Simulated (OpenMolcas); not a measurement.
**Ru⁵⁺ among point charges: CASSCF and CASPT2 levels and susceptibility**

Aim: the splitting of the states of Ru⁵⁺ in the field of 6 point charges, its lowest levels with spin-orbit coupling and its magnetic susceptibility.

The numbers are computed with OpenMolcas 26.06 (state-averaged CASSCF and CASPT2, spin-orbit coupling by RASSI with atomic mean-field integrals), except any that are marked as measured or tabulated.

### Step 1. Starting point

- Species: Ru⁵⁺ (ruthenium, Z = 44, 39 electrons)
- Basis: ANO-RCC-VDZP [6s5p3d1f], 43 functions
- Scalar Hamiltonian: DKH2, point nucleus
- Inactive shells: 1s 2s 2p 3s 3p 3d 4s 4p
- Active space: 3 electrons in 5 orbitals (4d)
- Some configurations of this space: 4d3
- Orbitals: optimised for each spin and parity, averaged over all roots

The outer shells:

4d3
```
4d [↑ ][↑ ][↑ ][  ][  ]
```

The ion sits among 6 point charges of -1.7 e arranged as an octahedron (Oh), 1.7 Å from the ion.

Each step is its own input file, run in one work folder so that later steps find the files of earlier ones. Labels, J, g values, rates, χT and fits are worked out afterwards by a script from the matrices that RASSI stores. The input lists half of the charges; inversion (Group=XYZ) makes the rest.

### Step 2. Basis and integrals

File a.inp:

```
&GATEWAY
Coord
1

Ru 0.0 0.0 0.0
Basis=ANO-RCC-VDZP
Group=XYZ
NoMove
AngMom=0.0 0.0 0.0
AMFI
XField
3 Angstrom 0
1.700000 0.000000 0.000000 -1.700000
0.000000 1.700000 0.000000 -1.700000
0.000000 0.000000 1.700000 -1.700000
&SEWARD
```

Command:

```sh
> OMP_NUM_THREADS=1 MOLCAS_MEM=1689 MOLCAS_PROJECT=a pymolcas a.inp > a.log
```

The log of the run:

```text
Basis set label: RU.ANO-RCC...6S5P3D1F.

      Electronic valence basis set:
      ------------------
      Associated Effective Charge  44.000000 au
      Associated Actual Charge     44.000000 au
      Nuclear Model: Point charge

      Shell  nPrim  nBasis  Cartesian Spherical Contaminant
         s      21       6        X
         p      18       5        X
         d      13       3                 X
         f       6       1                 X
                  Relativistic Douglas-Kroll-Hess integrals:
                    - DKH order of Hamiltonian: 2
                    - DKH order of Properties : 0
                  Atomic mean-field integrals
```

### Step 3. CASSCF: quartets of even parity, 10 roots

File a.inp:

```
&RASSCF
FileOrb=start.orb
Symmetry=1
Spin=4
nActEl=3 0 0
Inactive=9 9
Ras2=5 0
CIRoot=10 10 1
SDav=10
CIMx=300
Iter=120 100
PrWF=0.3
OrbListing=Nothing
MaxOrb=0
>>> COPY $Project.JobIph JOB001
```

start.orb holds the contracted functions of the basis, ordered by shell, or the orbitals of the step before.

The log of the run, cut to the lines that bear on the results:

```text
[...]
      Number of active orbitals                  5
[...]
      Spin quantum number                      1.5
[...]
      Active orbitals                            5   0
[...]
      Number of CSFs                            10
      Number of root(s) required                10
[...]
      Convergence after  7 iterations
[...]
      Natural orbitals and occupation numbers for root  1
      sym 1:   1.000000   1.000000  -0.000000   1.000000  -0.000000
      Natural orbitals and occupation numbers for root  2
      sym 1:   1.000000   0.953754   0.953754   0.046246   0.046246
      Natural orbitals and occupation numbers for root  3
      sym 1:   1.000000   0.040022   0.959978   0.040022   0.959978
::    RASSCF root number  1 Total energy:  -4537.69025930
::    RASSCF root number  2 Total energy:  -4537.63592723
::    RASSCF root number  3 Total energy:  -4537.63592723
[...]
::    RASSCF root number  7 Total energy:  -4537.60240400
::    RASSCF root number  8 Total energy:  -4537.54674206
::    RASSCF root number  9 Total energy:  -4537.54674206
::    RASSCF root number 10 Total energy:  -4537.54674206
```

### Step 4. Reference wave functions, doublets of even parity, 40 roots

File a.inp:

```
&RASSCF
FileOrb=start.orb
Symmetry=1
Spin=2
nActEl=3 0 0
Inactive=9 9
Ras2=5 0
CIRoot=40 40 1
SDav=40
CIMx=300
Iter=120 100
PrWF=0.3
OrbListing=Nothing
MaxOrb=0
>>> COPY $Project.JobIph JOB002
```

Command:

```sh
> OMP_NUM_THREADS=1 MOLCAS_MEM=1689 MOLCAS_PROJECT=a pymolcas a.inp > a.log
```

The log of the run, cut to the lines that bear on the results:

```text
[...]
      Number of active orbitals                  5
[...]
      Spin quantum number                      0.5
[...]
      Active orbitals                            5   0
[...]
      Number of CSFs                            40
      Number of root(s) required                40
[...]
      Convergence after  6 iterations
[...]
      Natural orbitals and occupation numbers for root  1
      sym 1:   0.014418   1.008139   0.954442   0.046405   0.976596
      Natural orbitals and occupation numbers for root  2
      sym 1:   0.046405   0.951312   1.005009   0.014418   0.982855
      Natural orbitals and occupation numbers for root  3
      sym 1:   0.021731   0.996926   0.958094   0.038123   0.985125
::    RASSCF root number  1 Total energy:  -4537.60546975
::    RASSCF root number  2 Total energy:  -4537.60546975
::    RASSCF root number  3 Total energy:  -4537.60119312
[...]
::    RASSCF root number 27 Total energy:  -4537.47318900
::    RASSCF root number 28 Total energy:  -4537.46662538
::    RASSCF root number 29 Total energy:  -4537.46662538
::    RASSCF root number 30 Total energy:  -4537.46662538
```

### Step 5. RASSI: spin-orbit coupling between the states

File a.inp:

```
&RASSI
NrOfJobIphs=2 10 40
1 2 3 4 5 6 7 8 9 10
1 2 3 4 5 6 7 8 9 10 11 12 13 14 15 16 17 18 19 20 21 22 23 24 25 26 27
28 29 30 31 32 33 34 35 36 37 38 39 40
IphNames
JOB001
JOB002
EJob
SpinOrbit
DIPRint=1.0
SOCoupling=1000.0
Subsets=2
Property=9
'ANGMOM' 1 'ANGMOM' 2 'ANGMOM' 3 'MLTPL  1' 1 'MLTPL  1' 2 'MLTPL  1' 3
'AMFI' 1 'AMFI' 2 'AMFI' 3
SOProperty=3
'ANGMOM' 1 'ANGMOM' 2 'ANGMOM' 3
```

The log of the run, cut to the lines that bear on the results:

```text
SPIN-FREE ENERGIES:
  (Shifted by EMIN (a.u.) =      -4537.6902593044)
 SF State       Relative EMIN(au)   Rel lowest level(eV)    D:o, cm**(-1)      L_eff
     1             0.0000000000        0.0000000000              0.0000         3.0
     2             0.0543320793        1.4784511947          11924.5131         3.0
     3             0.0543320793        1.4784511947          11924.5131         3.0
     4             0.0543320793        1.4784511947          11924.5131         3.0
    11             0.0847895519        2.3072412453          18609.1556         3.9
    12             0.0847895519        2.3072412453          18609.1556         3.9
     7             0.0878553047        2.3906646297          19282.0106         2.7
     5             0.0878553047        2.3906646297          19282.0106         2.7
     6             0.0878553047        2.3906646297          19282.0106         2.7
    13             0.0890661806        2.4236142406          19547.7671         4.0
[...]
Eigenvalues of complex Hamiltonian:
   -----------------------------------
  (Shifted by EMIN (a.u.) =      -4537.6902593044)
 SO State       Relative EMIN(au)   Rel lowest level(eV)    D:o, cm**(-1)     J-value
     1            -0.0021910530        0.0000000000              0.0000         2.5
     2            -0.0021910530        0.0000000000              0.0000         2.5
     3            -0.0021910530        0.0000000000              0.0000         2.5
     4            -0.0021910530        0.0000000000              0.0000         2.5
     5             0.0505695189        1.4356883018          11579.6071         2.5
     6             0.0505695189        1.4356883018          11579.6071         2.5
     7             0.0505695189        1.4356883018          11579.6071         2.5
     8             0.0505695189        1.4356883018          11579.6071         2.5
     9             0.0507595952        1.4408605416          11621.3240         2.4
    10             0.0507595952        1.4408605416          11621.3240         2.4
    11             0.0532579200        1.5088434227          12169.6429         2.6
[...]
```

Time for these steps: 15 s (1 thread of Arm Neoverse N1, shared host).

States without spin-orbit coupling:

```csv
state,degeneracy,E (cm-1),free-ion L (%)
4A2,1,0,F (100)
4T2,3,11925,F (100)
2E,2,18609,G (66)
4T1,3,19282,F (82)
2T1,3,19548,G (48)
2T2,3,26009,D (44)
2A1,1,27816,G (100)
2T2,3,30959,G (55)
4T1,3,31498,P (82)
2T1,3,31631,H (51)
2E,2,33725,H (50)
2T1,3,37446,P (44)
2T1,3,43487,H (73)
2T2,3,43498,D (57)
2A2,1,47641,F (100)
2T2,3,49082,F (75)
2E,2,51260,D (44)
2T1,3,54901,F (83)
2E,2,73056,D (91)
2T2,3,75990,D (90)
```

With spin-orbit coupling:

| E (cm-1) | Degeneracy | Label | 2S+1 | g |
| --- | --- | --- | --- | --- |
| 0.0 | 4 | Γ8 | 4 |  |
| 11580 | 4 | Γ8 | 4 |  |
| 11621 | 2 | Γ7 | 4 | 2.45 2.45 2.45 |
| 12170 | 4 | Γ8 | 4 |  |
| 12499 | 2 | Γ6 | 4 | 2.58 2.58 2.58 |
| 18043 | 4 | Γ8 | 2 |  |
| 18675 | 2 | Γ7 | 4 | 0.71 0.71 0.71 |
| 18686 | 4 | Γ8 | 2 |  |
| 19632 | 2 | Γ6 | 2 | 1.50 1.50 1.50 |
| 19638 | 4 | Γ8 | 4 |  |
| 21047 | 2 | Γ6 | 4 | 2.47 2.47 2.47 |
| 21648 | 4 | Γ8 | 4 |  |
| 26581 | 4 | Γ8 | 2 |  |
| 27130 | 2 | Γ7 | 2 | 0.84 0.84 0.84 |
| 28528 | 2 | Γ6 | 2 | 3.19 3.19 3.19 |
| 30131 | 4 | Γ8 | 4 |  |
| 30545 | 2 | Γ6 | 2 | 0.56 0.56 0.56 |
| 31110 | 2 | Γ7 | 2 | 0.82 0.82 0.82 |
| 31146 | 4 | Γ8 | 2 |  |
| 32133 | 2 | Γ6 | 4 | 2.22 2.22 2.22 |
| 32144 | 4 | Γ8 | 4 |  |
| 32503 | 2 | Γ7 | 4 | 2.34 2.34 2.34 |
| 33710 | 4 | Γ8 | 2 |  |
| 34958 | 4 | Γ8 | 2 |  |

Principal g values are given for doublets only; a zero marks a field direction without first-order Zeeman splitting.

Powder χT (cm³ K/mol): 1.29 at 2 K, 1.29 at 5 K, 1.29 at 10 K, 1.29 at 20 K, 1.30 at 50 K, 1.30 at 100 K, 1.31 at 150 K, 1.32 at 200 K, 1.33 at 250 K, 1.34 at 300 K.

A ligand-field fit to the states below 45000 cm-1 gives 10Dq = 12217 cm-1, B = 990 cm-1 and C = 4041 cm-1 (C/B = 4.08), with a deviation of 138 cm-1.

### Step 6. CASPT2: IPEA 0.25, imaginary shift 0.1 (closed shells correlated: 4s 4p)

File a.inp:

```
>>> COPY JOB001 $Project.JobIph
&CASPT2
Multistate=10 1 2 3 4 5 6 7 8 9 10
NoMult
Frozen=8 6
IPEA=0.25
Imaginary=0.1
MaxIter=60
WThr=0.0 0.3 0.05
PrWF=0.5
NoMix
>>> COPY JOB002 $Project.JobIph
&CASPT2
Multistate=40 1 2 3 4 5 6 7 8 9 10 11 12 13 14 15 16 17 18 19 20 21 22
23 24 25 26 27 28 29 30 31 32 33 34 35 36 37 38 39 40
NoMult
Frozen=8 6
IPEA=0.25
Imaginary=0.1
MaxIter=60
WThr=0.0 0.3 0.05
PrWF=0.5
NoMix
```

Command:

```sh
> OMP_NUM_THREADS=1 MOLCAS_MEM=1689 MOLCAS_PROJECT=a pymolcas a.inp > a.log
```

The log of the run:

```text
Orbital specifications:
      -----------------------

      Symmetry species                           1   2
                                                ag  au
      Frozen orbitals                            8   6
      Inactive orbitals                          1   3
      Active orbitals                            5   0
      Secondary orbitals                         7  13
      Deleted orbitals                           0   0
      Number of basis functions                 21  22
Type of calculation                        SS-CASPT2
      Fock operator                              state-specific
      IPEA shift                                 0.25
      Real shift                                 0.00
      Imaginary shift                            0.10
      The input orbitals will be transformed to quasi-canonical
Reference energy:       -4537.6902593044
      E2 (Non-variational):      -0.1968036683
      Shift correction:          -0.0000799469
      E2 (Variational):          -0.1968836152
      Total energy:           -4537.8871429196
      Residual norm:              0.0000000223
      Reference weight:           0.96294
      Contributions to the CASPT2 correlation energy
      Active & Virtual Only:         -0.0132162335
      One Inactive Excited:          -0.0901203431
      Two Inactive Excited:          -0.0934670917
Reference energy:       -4537.6359272251
      E2 (Non-variational):      -0.1971877906
      Shift correction:          -0.0000808409
      E2 (Variational):          -0.1972686316
      Total energy:           -4537.8331958567
      Residual norm:              0.0000000354
      Reference weight:           0.96267
      Contributions to the CASPT2 correlation energy
      Active & Virtual Only:         -0.0131374856
      One Inactive Excited:          -0.0907384460
      Two Inactive Excited:          -0.0933118590
::    CASPT2 Root  1     Total energy:  -4537.88714292
::    CASPT2 Root  2     Total energy:  -4537.83319586
::    CASPT2 Root  3     Total energy:  -4537.83315944
::    CASPT2 Root  4     Total energy:  -4537.83278716
::    CASPT2 Root  5     Total energy:  -4537.80260271
::    CASPT2 Root  6     Total energy:  -4537.80258390
::    CASPT2 Root  7     Total energy:  -4537.80386193
::    CASPT2 Root  8     Total energy:  -4537.75424596
::    CASPT2 Root  9     Total energy:  -4537.75355176
::    CASPT2 Root 10     Total energy:  -4537.75372785
Orbital specifications:
      -----------------------

      Symmetry species                           1   2
                                                ag  au
      Frozen orbitals                            8   6
      Inactive orbitals                          1   3
      Active orbitals                            5   0
      Secondary orbitals                         7  13
      Deleted orbitals                           0   0
      Number of basis functions                 21  22
Type of calculation                        SS-CASPT2
      Fock operator                              state-specific
      IPEA shift                                 0.25
      Real shift                                 0.00
      Imaginary shift                            0.10
      The input orbitals will be transformed to quasi-canonical
Reference energy:       -4537.6054697526
      E2 (Non-variational):      -0.2050198104
      Shift correction:          -0.0000932493
      E2 (Variational):          -0.2051130598
      Total energy:           -4537.8105828123
      Residual norm:              0.0000007603
      Reference weight:           0.96041
      Contributions to the CASPT2 correlation energy
      Active & Virtual Only:         -0.0157456112
      One Inactive Excited:          -0.0939193623
      Two Inactive Excited:          -0.0953548369
Reference energy:       -4537.6054697525
      E2 (Non-variational):      -0.2051470151
      Shift correction:          -0.0000933294
      E2 (Variational):          -0.2052403444
      Total energy:           -4537.8107100970
      Residual norm:              0.0000007424
      Reference weight:           0.96036
      Contributions to the CASPT2 correlation energy
      Active & Virtual Only:         -0.0157449311
      One Inactive Excited:          -0.0940471351
      Two Inactive Excited:          -0.0953549489
::    CASPT2 Root  1     Total energy:  -4537.81058281
::    CASPT2 Root  2     Total energy:  -4537.81071010
::    CASPT2 Root  3     Total energy:  -4537.80616503
::    CASPT2 Root  4     Total energy:  -4537.80614175
::    CASPT2 Root  5     Total energy:  -4537.80617891
::    CASPT2 Root  6     Total energy:  -4537.78055340
::    CASPT2 Root  7     Total energy:  -4537.78055747
::    CASPT2 Root  8     Total energy:  -4537.78055484
::    CASPT2 Root  9     Total energy:  -4537.76996257
::    CASPT2 Root 10     Total energy:  -4537.75268191
::    CASPT2 Root 11     Total energy:  -4537.75298410
::    CASPT2 Root 12     Total energy:  -4537.75294963
::    CASPT2 Root 13     Total energy:  -4537.75078755
::    CASPT2 Root 14     Total energy:  -4537.75102886
::    CASPT2 Root 15     Total energy:  -4537.75104478
::    CASPT2 Root 16     Total energy:  -4537.74512624
::    CASPT2 Root 17     Total energy:  -4537.74529007
::    CASPT2 Root 18     Total energy:  -4537.72794445
::    CASPT2 Root 19     Total energy:  -4537.72792732
::    CASPT2 Root 20     Total energy:  -4537.72793351
::    CASPT2 Root 21     Total energy:  -4537.69397774
::    CASPT2 Root 22     Total energy:  -4537.69390538
::    CASPT2 Root 23     Total energy:  -4537.69369669
::    CASPT2 Root 24     Total energy:  -4537.70093952
::    CASPT2 Root 25     Total energy:  -4537.70303498
::    CASPT2 Root 26     Total energy:  -4537.70303655
::    CASPT2 Root 27     Total energy:  -4537.68996451
::    CASPT2 Root 28     Total energy:  -4537.68157164
::    CASPT2 Root 29     Total energy:  -4537.68125839
::    CASPT2 Root 30     Total energy:  -4537.68128143
```

This run took 5.3 s in all on 1 thread of Arm Neoverse N1, shared host.

SS-CASPT2: lowest energy less the reference's lowest, -0.1969 hartree; reference weights 0.955 to 0.963.

States without spin-orbit coupling:

```csv
state,degeneracy,E (cm-1),free-ion L (%)
4A2,1,0,F (100)
4T2,3,11873,F (100)
2E,2,16789,G (66)
2T1,3,17773,G (48)
4T1,3,18464,F (82)
2T2,3,23393,D (44)
2A1,1,25718,G (100)
4T1,3,29256,P (82)
2T2,3,29469,G (55)
2T1,3,29890,H (51)
2E,2,31151,H (50)
2T1,3,34942,P (44)
2T2,3,40560,D (57)
2T1,3,42421,H (73)
2A2,1,43276,F (100)
2T2,3,45162,F (75)
2E,2,48706,D (44)
2T1,3,51291,F (83)
2E,2,67033,D (91)
2T2,3,70305,D (90)
```

With spin-orbit coupling:

```tsv
E (cm-1)	Degeneracy	Label	2S+1	g
0	4	Γ8	4	
11360	4	Γ8	4	
11560	2	Γ7	4	2.37 2.37 2.37
12090	4	Γ8	4	
12420	2	Γ6	4	2.57 2.57 2.57
16520	4	Γ8	2	
17220	4	Γ8	2	
17800	2	Γ7	4	0.62 0.62 0.62
18120	2	Γ6	2	0.57 0.57 0.57
18630	4	Γ8	4	
19940	2	Γ6	4	3.32 3.32 3.32
20560	4	Γ8	4	
24110	4	Γ8	2	
24620	2	Γ7	2	0.97 0.97 0.97
26510	2	Γ6	2	3.17 3.17 3.17
28010	4	Γ8	4	
28610	2	Γ6	2	1.05 1.05 1.05
29370	4	Γ8	2	
29480	2	Γ7	2	0.97 0.97 0.97
30160	2	Γ6	2	1.79 1.79 1.79
30170	4	Γ8	2	
30410	2	Γ7	4	2.04 2.04 2.04
31850	4	Γ8	2	
32480	4	Γ8	2
```

Powder χT (cm³ K/mol): 1.28 at 2 K, 1.28 at 5 K, 1.28 at 10 K, 1.28 at 20 K, 1.29 at 50 K, 1.30 at 100 K, 1.31 at 150 K, 1.31 at 200 K, 1.32 at 250 K, 1.33 at 300 K.

### Step 7. The methods side by side

A. CASSCF
B. SS-CASPT2, IPEA 0.25, imaginary shift 0.1 (closed shells correlated: 4s 4p)

```csv
method,ground state,first state of that spin (cm-1),first gap with spin-orbit (cm-1),χT at 300 K
A,4A2,4T2 11920,11579.6,1.34
B,4A2,4T2 11870,11364.5,1.33
```

### Step 8. Outcome

```
                                            quantity                                                                        value
                                              method  SS-CASPT2, IPEA 0.25, imaginary shift 0.1 (closed shells correlated: 4s 4p)
                              spin-free ground state                                              4A2, 1-fold in its orbital part
first state of the same spin within the active space                                                            4T2 at 11900 cm⁻¹
                                        lowest level                                                                    4-fold Γ8
                                          next level                                                                 11364.5 cm⁻¹
                                         χT at 300 K                                                               1.33 cm³ K/mol
                           effective moment at 300 K                                                                      3.26 μB
```

Cost by method:

```csv
method,time of its own steps,time with the reference
A. CASSCF,15 s,15 s
"B. SS-CASPT2, IPEA 0.25, imaginary shift 0.1, +4s 4p",5.3 s,20 s
```

Times are of one thread on a shared host.

**Reading.** The spin-free ground state (4A2) comes to 100 % from free-ion F terms and keeps the highest spin of the shell. χT at 300 K is 1.33, against 1.88 cm³ K/mol for the spin alone, so spin-orbit coupling lowers it. CASPT2 does not keep the components of a term degenerate, and the means are used. The field of point charges can differ much from that of real complexes. Point charges carry no covalency, so the field is a model and not that of real ligands.
